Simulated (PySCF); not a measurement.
# CH2ClI: the cost of one run

Programs: PySCF 2.14.0, with routines of our own; each step states its level. All values are computed. Atoms count from 0.

## (1) The starting structure

5 atoms, charge 0, multiplicity 1; geometry from: GFN2-xTB.

## (2) Relaxing the molecule at PBE0-D3(BJ)/def2-SVP

The job: settings as JSON, then the geometry in Å.

```
{"job": {"xc": "PBE0", "basis": "def2-SVP", "d3": "d3bj", "grid": 1, "maxiter": 30, "shake": 0.01, "kind": "geom"}, "charge": 0, "multiplicity": 1}
Cl    -1.243060     1.160020    -0.022070
C     -0.125400    -0.163520     0.000010
I      1.918290     0.470930    -0.040240
H     -0.233160    -0.721940     0.913390
H     -0.283090    -0.779460    -0.888980
```

On the command line:

```console
$ OMP_NUM_THREADS=1 python heavy_run.py task.json out
```

This one command runs all jobs of the session in turn.

**Question.** How long does this first job take on 1 thread of Arm Neoverse V2, shared host, and how much memory does it need?

About 8.2 s, with a peak of 0.31 GiB.
